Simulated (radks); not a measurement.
# Ionisation of Tc: one atom, several choices of relativity

The task here is to estimate one member of a computed series from the others.

Method: Kohn-Sham, PBE, spin-unpolarised, spherical densities. Code: radks (a radial shooting solver on a logarithmic mesh, Libxc functionals) version 1.

## Starting point

```
element       : technetium (Z = 43)
charge        : 0
electrons     : 43
configuration : [Kr] 4d5 5s2
ion           : Tc⁺, [Kr] 4d5 5s1
choices       : non-relativistic; scalar-relativistic; Dirac, 2j+1 shares; Dirac, low j first; scalar-relativistic, finite nucleus; Dirac, 2j+1 shares, finite nucleus; Dirac, c × 2; Dirac, c × 5; Dirac, c × 3
```

The first run:

The run's settings:

```text
Z 43
configuration [Kr] 4d5 5s2 5p0 6s0
relativity non-relativistic
functional pbe,pbe
spin unpolarised
nucleus point
```

Among the steps run: non-relativistic: Tc.

One table of the session follows, with a row left open; its other results are not shown here.

It belongs to the step «non-relativistic: Tc». Sizes of the orbitals, from the radial functions (bohr):

```
level     <r>  outermost maximum (interpolated)  90 % within  nodes
   3s  0.4274                             0.383        0.630      2
   3p       ?                                 ?            ?      ?
   3d  0.3984                             0.312        0.634      0
   4s   1.086                             0.974         1.58      3
   4p   1.184                              1.03         1.75      2
   4d   1.694                              1.26         2.74      1
   5s   3.407                              2.83         5.11      4
   5p   4.793                              3.71         7.47      3
```

Q: Estimate the row for 3p from the others.

The run gave: <r>: 0.4216; outermost maximum (interpolated): 0.371; 90 % within: 0.635; nodes: 1. In the column «<r>» it lies between 3d (0.3984) and 3s (0.4274).

To keep in mind: Spin polarisation and multiplet splitting of open shells are left out at every level.
